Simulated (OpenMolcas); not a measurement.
**A workflow on C2F6O (SMILES FC(F)(F)OC(F)(F)F)**

Wanted: a single-point energy (HF/ANO-R0), then a single-point energy (CASSCF(2,2)/ANO-R1), then the energy along one coordinate (CASPT2(2,2)/ANO-R1), then the energy along one coordinate (SC-NEVPT2(2,2)/ANO-R1), then an energy scan (MC-PDFT[tPBE](2,2)/ANO-R1) of C2F6O. 

The results are computed with OpenMolcas 26.06.

## (1) Starting point

C2F6O: 9 atoms, total charge 0, spin state singlet. As SMILES, `FC(F)(F)OC(F)(F)F`. Geometry: relaxed at PBE0-D4/def2-TZVP.

Bond lengths: F1–C2 1.316 Å, C2–F3 1.325 Å, C2–F4 1.324 Å, C2–O5 1.371 Å, O5–C6 1.371 Å, C6–F7 1.316 Å, C6–F8 1.324 Å, C6–F9 1.325 Å. Some angles: F1–C2–F3 109.4°, F1–C2–F4 108.9°, F1–C2–O5 106.5°, F3–C2–F4 108.3°, F3–C2–O5 112.3°, F4–C2–O5 111.4°, C2–O5–C6 120.1°, O5–C6–F7 106.5°, O5–C6–F8 111.4°, O5–C6–F9 112.3°.

## (2) The energy at HF/ANO-R0 (sfX2C) (run 1)

The input, struct.xyz:

```xyz
9

F      2.076690    -0.384510    -0.999750
C      0.777760    -0.429490    -0.791080
F      0.159870     0.303300    -1.706270
F      0.367380    -1.682330    -0.915040
O      0.570650     0.041580     0.479900
C     -0.682950     0.436400     0.870810
F     -0.666110     0.487120     2.186080
F     -0.980110     1.637760     0.399820
F     -1.623170    -0.409820     0.475530
```

The input, step1.input:

```
&GATEWAY
  Coord=struct.xyz
  Basis=ANO-R0
  Group=NoSym

&SEWARD

&SCF
  PrOrbitals=0

&LOCALISATION
  Occupied
  Freeze
  Pipek-Mezey

&LOCALISATION
  FileOrb=$Project.LocOrb
  Virtual
  Pipek-Mezey
```

Launch:

```
$ export MOLCAS_MEM=1860
$ pymolcas step1.input > step1.log
```

The program printed:

```text
--- Start Module: gateway ---
[...]
--- Stop Module: gateway /rc=_RC_ALL_IS_WELL_ ---
[...]
      Basis functions           45
[...]
       Convergence after  10 Iterations
[...]
::    Total SCF energy                               -747.0726222722
[...]
      Total spin, S                                     0.0000000000
[...]
      Total electronic charge=   74.000000
      Total            charge=   -0.000000
[...]
      Dipole Moment (debye):
      Origin of the operator (angstrom)=   -0.0154   -0.0011   -0.0130
                   X= -8.8553E-02               Y= -6.4673E-03               Z= -7.4473E-02           Total=  1.1589E-01
      Quadrupole Moment (debye*angstrom):
[...]
--- Start Module: localisation ---
[...]
--- Stop Module: localisation /rc=_RC_ALL_IS_WELL_ ---
--- Start Module: localisation ---
[...]
--- Stop Module: localisation /rc=_RC_ALL_IS_WELL_ ---
[...]
```

Wall time 6.3 s (1 thread of Arm Neoverse V1, shared host); peak memory 0.39 GiB.

## (3) The energy at CASSCF(2,2)/ANO-R1 (sfX2C, RICD fitting) (run 2)

struct.xyz is that of step 2.

The input, step2.input:

```
* C2F6O CASSCF
>>> EXPORT MOLCAS_PRINT=2

&GATEWAY
  Coord=struct.xyz
  Basis=ANO-R0
  Group=NoSym

&SEWARD

&RASSCF
  FileOrb=$CurrDir/step1.LocOrb
  Alter=2
  1 31 37
  1 38 39
  Spin=1
  Nactel=2 0 0
  Inactive=36
  Ras2=2
  OrbListing=Nothing
>>> COPY $Project.RunFile RUNFIL1
>>> COPY $Project.RasOrb INPORB

&GATEWAY
  Coord=struct.xyz
  Basis=ANO-R1
  Group=NoSym
  RICD

&SEWARD
>>> COPY $Project.RunFile RUNFIL2

&EXPBAS

&RASSCF
  FileOrb=$Project.ExpOrb
  Spin=1
  Nactel=2 0 0
  Inactive=36
  Ras2=2
  OrbListing=Nothing
```

Launch:

```
$ export MOLCAS_MEM=1860
$ pymolcas step2.input > step2.log
```

The program printed:

```text
--- Start Module: gateway ---
[...]
--- Stop Module: gateway /rc=_RC_ALL_IS_WELL_ ---
[...]
      Basis functions           45
[...]
      Number of active orbitals                  2
[...]
      Spin quantum number                      0.0
[...]
      Active orbitals                            2
[...]
      Number of CSFs                             3
[...]
      Number of root(s) required                 1
[...]
      Convergence after  9 iterations
[...]
      printout of CI-coefficients larger than  0.05 for root  1
      energy=    -747.093069
      conf/sym  11     Coeff  Weight
             1  20   0.99434 0.98872
             3  02  -0.10621 0.01128
      Natural orbitals and occupation numbers for root  1
      sym 1:   1.977438   0.022562
      ************************************************************************************************************************
      *                                                    Final results                                                     *
[...]
::    RASSCF root number  1 Total energy:   -747.09306937
[...]
      Basis functions          126
[...]
--- Start Module: expbas ---
[...]
--- Stop Module: expbas /rc=_RC_ALL_IS_WELL_ ---
--- Start Module: rasscf ---
[...]
      Convergence after 14 iterations
[...]
      Natural orbitals and occupation numbers for root  1
      sym 1:   1.980153   0.019847
      ************************************************************************************************************************
      *                                                    Final results                                                     *
[...]
::    RASSCF root number  1 Total energy:   -748.16650143
[...]
      Total electronic charge=   74.000000
      Total            charge=   -0.000000
[...]
      Dipole Moment (debye):
      Origin of the operator (angstrom)=   -0.0154   -0.0011   -0.0130
                   X=  1.2655E-01               Y=  7.8639E-07               Z= -2.7308E-02           Total=  1.2946E-01
      Quadrupole Moment (debye*angstrom):
[...]
--- Stop Module: rasscf /rc=_RC_ALL_IS_WELL_ ---
[...]
```

Run time: 25 s. Hardware: 1 thread of Arm Neoverse V1, shared host; peak memory 0.39 GiB.

## (4) An energy scan at CASPT2(2,2)/ANO-R1 (sfX2C, RICD fitting, ipea shift 0.25 Eh, pt2 variant SS) (run 3)

The input, step3.inp:

```
* C2F6O CASPT2
>>> EXPORT MOLCAS_PRINT=2
>>> COPY $CurrDir/step2.RasOrb $Project.RasOrb
>>> ForEach K in (1, 2, 3, 4, 5, 6, 7, 8, 9)

&gateway
 coord=$CurrDir/point$K.xyz
 basis=ANO-R1
 group=NoSym
 ricd

&seward

&rasscf
 fileorb=$Project.RasOrb
 spin=1
 nactel=2 0 0
 inactive=36
 ras2=2
 orblisting=Nothing

&caspt2
 imaginary=0.2
 frozen=9
>>> EndDo
```

Launch:

```
$ export MOLCAS_MEM=1860
$ pymolcas step3.inp > step3.log
```

The program printed:

```text
[...]
      Basis functions          126
[...]
      Number of active orbitals                  2
[...]
      Spin quantum number                      0.0
[...]
      Active orbitals                            2
[...]
      Number of CSFs                             3
[...]
      Number of root(s) required                 1
[...]
      Convergence after 12 iterations
[...]
      Natural orbitals and occupation numbers for root  1
      sym 1:   1.988686   0.011314
      ************************************************************************************************************************
      *                                                    Final results                                                     *
[...]
::    RASSCF root number  1 Total energy:   -748.14781351
[...]
::    CASPT2 Root  1     Total energy:   -749.71508611
[...]
      Convergence after 12 iterations
[...]
      Natural orbitals and occupation numbers for root  1
      sym 1:   1.980182   0.019818
      ************************************************************************************************************************
      *                                                    Final results                                                     *
[...]
      Convergence after 12 iterations
[...]
      Natural orbitals and occupation numbers for root  1
      sym 1:   1.626154   0.373846
      ************************************************************************************************************************
      *                                                    Final results                                                     *
[...]
      Convergence after  9 iterations
[...]
      Natural orbitals and occupation numbers for root  1
      sym 1:   1.352547   0.647453
      ************************************************************************************************************************
      *                                                    Final results                                                     *
[...]
      Convergence after  7 iterations
[...]
      Natural orbitals and occupation numbers for root  1
      sym 1:   1.139182   0.860818
      ************************************************************************************************************************
      *                                                    Final results                                                     *
[...]
::    RASSCF root number  1 Total energy:   -747.99567115
[...]
::    CASPT2 Root  1     Total energy:   -749.51776131
[...]
      Convergence after  7 iterations
[...]
::    RASSCF root number  1 Total energy:   -747.99479640
[...]
::    CASPT2 Root  1     Total energy:   -749.51507661
[...]
```

It took 3.3 min on 1 thread of Arm Neoverse V1, shared host; peak memory 0.14 GiB.

The scan, from its lowest point:

| C2–F1 (Å) | energy (kJ/mol) |
| --- | --- |
| 1.185 | 47.2 |
| 1.316 | 0.0 |
| 1.448 | 37.7 |
| 1.645 | 151.1 |
| 1.909 | 311.4 |
| 2.238 | 455.3 |
| 2.633 | 536.4 |
| 3.159 | 565.2 |
| 3.949 | 572.3 |

## (5) An energy scan at SC-NEVPT2(2,2)/ANO-R1 (sfX2C, RICD fitting, pt2 variant SC-NEVPT2) (run 4)

The input, step4.input:

```
* C2F6O NEVPT2
>>> COPY $CurrDir/step2.RasOrb $Project.RasOrb
>>> ForEach K in (1, 2, 3, 4, 5, 6, 7, 8, 9)
&GATEWAY
COORD=$CurrDir/point$K.xyz
BASIS=ANO-R1
GROUP=NoSym
RICD
&SEWARD
&RASSCF
FILEORB=$Project.RasOrb
SPIN=1
NACTEL=2 0 0
INACTIVE=36
RAS2=2
ORBLISTING=Nothing
&CASPT2
SC-NEVPT2
FROZEN=9
>>> EndDo
```

Launch:

```
$ export MOLCAS_MEM=1860
$ pymolcas step4.input > step4.log
```

The program printed:

```text
[...]
      Basis functions          126
[...]
      Number of active orbitals                  2
[...]
      Spin quantum number                      0.0
[...]
      Active orbitals                            2
[...]
      Number of CSFs                             3
[...]
      Number of root(s) required                 1
[...]
      Convergence after 12 iterations
[...]
      printout of CI-coefficients larger than  0.05 for root  1
      energy=    -748.147814
      conf/sym  11     Coeff  Weight
             1  20   0.99717 0.99434
             3  02  -0.07521 0.00566
      Natural orbitals and occupation numbers for root  1
      sym 1:   1.988686   0.011314
      ************************************************************************************************************************
      *                                                    Final results                                                     *
[...]
::    RASSCF root number  1 Total energy:   -748.14781351
[...]
      E2 (Variational):          -1.5632157247
[...]
::    SC-NEVPT2 Root  1     Total energy:   -749.71094874
[...]
      Convergence after 12 iterations
[...]
      Natural orbitals and occupation numbers for root  1
      sym 1:   1.980182   0.019818
      ************************************************************************************************************************
      *                                                    Final results                                                     *
[...]
      Convergence after 12 iterations
[...]
      Natural orbitals and occupation numbers for root  1
      sym 1:   1.626154   0.373846
      ************************************************************************************************************************
      *                                                    Final results                                                     *
[...]
      Convergence after  9 iterations
[...]
      Natural orbitals and occupation numbers for root  1
      sym 1:   1.352547   0.647453
      ************************************************************************************************************************
      *                                                    Final results                                                     *
[...]
      Convergence after  7 iterations
[...]
::    RASSCF root number  1 Total energy:   -747.99567115
[...]
::    SC-NEVPT2 Root  1     Total energy:   -749.51028050
[...]
      Convergence after  7 iterations
[...]
::    RASSCF root number  1 Total energy:   -747.99479640
[...]
      E2 (Variational):          -1.5130600181
[...]
      Reference weight:           0.74924
[...]
::    SC-NEVPT2 Root  1     Total energy:   -749.50785641
[...]
```

It took 3 min on 1 thread of Arm Neoverse V1, shared host; peak memory 0.14 GiB.

The scan, from its lowest point:

| C2–F1 (Å) | energy (kJ/mol) |
| --- | --- |
| 1.185 | 52.1 |
| 1.316 | 0.0 |
| 1.448 | 34.7 |
| 1.645 | 148.9 |
| 1.909 | 316.6 |
| 2.238 | 469.1 |
| 2.633 | 551.4 |
| 3.159 | 578.9 |
| 3.949 | 585.3 |

## (6) An energy scan at MC-PDFT[tPBE](2,2)/ANO-R1 (sfX2C, RICD fitting) (run 5)

The input, step5.input:

```
>>> EXPORT MOLCAS_PRINT=2
>>> COPY $CurrDir/step2.RasOrb $Project.RasOrb
>>> ForEach K in (1, 2, 3, 4, 5, 6, 7, 8, 9)

&gateway
  coord = $CurrDir/point$K.xyz
  basis = ANO-R1
  group = NoSym
  ricd

&seward

&rasscf
  fileorb = $Project.RasOrb
  spin = 1
  nactel = 2 0 0
  inactive = 36
  ras2 = 2
  orblisting = Nothing

&mcpdft
  ksdft = T:PBE
>>> EndDo
```

Launch:

```
$ export MOLCAS_MEM=1860
$ pymolcas step5.input > step5.log
```

The program printed:

```text
--- Start Module: gateway ---
[...]
      Basis functions          126
[...]
      Number of active orbitals                  2
[...]
      Spin quantum number                      0.0
[...]
      Active orbitals                            2
[...]
      Number of CSFs                             3
[...]
      Number of root(s) required                 1
[...]
      Convergence after 12 iterations
[...]
      printout of CI-coefficients larger than  0.05 for root  1
      energy=    -748.147814
      conf/sym  11     Coeff  Weight
             1  20   0.99717 0.99434
             3  02  -0.07521 0.00566
      Natural orbitals and occupation numbers for root  1
      sym 1:   1.988686   0.011314
      ************************************************************************************************************************
      *                                                    Final results                                                     *
[...]
::    RASSCF root number  1 Total energy:   -748.14781351
[...]
::    MCPDFT root number  1 Total energy:   -750.56959322
[...]
      Convergence after 12 iterations
[...]
      Natural orbitals and occupation numbers for root  1
      sym 1:   1.980182   0.019818
      ************************************************************************************************************************
      *                                                    Final results                                                     *
[...]
      Convergence after 12 iterations
[...]
      Natural orbitals and occupation numbers for root  1
      sym 1:   1.626154   0.373846
      ************************************************************************************************************************
      *                                                    Final results                                                     *
[...]
      Convergence after  9 iterations
[...]
      Natural orbitals and occupation numbers for root  1
      sym 1:   1.352547   0.647453
      ************************************************************************************************************************
      *                                                    Final results                                                     *
[...]
      Convergence after  7 iterations
[...]
::    RASSCF root number  1 Total energy:   -747.99567115
[...]
::    MCPDFT root number  1 Total energy:   -750.36726170
[...]
      Convergence after  7 iterations
[...]
::    RASSCF root number  1 Total energy:   -747.99479640
[...]
      Total electronic charge=   74.000000
      Total            charge=   -0.000000
[...]
::    MCPDFT root number  1 Total energy:   -750.36454297
[...]
```

It took 2.9 min on 1 thread of Arm Neoverse V1, shared host; peak memory 0.086 GiB.

The scan, from its lowest point:

| C2–F1 (Å) | energy (kJ/mol) |
| --- | --- |
| 1.185 | 53.3 |
| 1.316 | 0.0 |
| 1.448 | 28.0 |
| 1.645 | 126.7 |
| 1.909 | 280.5 |
| 2.238 | 443.1 |
| 2.633 | 547.1 |
| 3.159 | 584.5 |
| 3.949 | 591.7 |

## (7) Summary of results

```
                                                   quantity          value
                             run 1, HF/ANO-R0: total energy  -747.07262 Eh
                            run 1, HF/ANO-R0: dipole moment         0.12 D
                              run 1, HF/ANO-R0: HOMO energy      -13.97 eV
                              run 1, HF/ANO-R0: LUMO energy       11.73 eV
                            run 1, HF/ANO-R0: HOMO–LUMO gap       25.69 eV
                    run 2, CASSCF(2,2)/ANO-R1: total energy  -748.16650 Eh
  run 2, CASSCF(2,2)/ANO-R1: dipole moment (CASSCF density)         0.13 D
       run 3, CASPT2(2,2)/ANO-R1: lowest energy of the scan  -749.73305 Eh
    run 4, SC-NEVPT2(2,2)/ANO-R1: lowest energy of the scan  -749.73079 Eh
run 5, MC-PDFT[tPBE](2,2)/ANO-R1: lowest energy of the scan  -750.58990 Eh
```
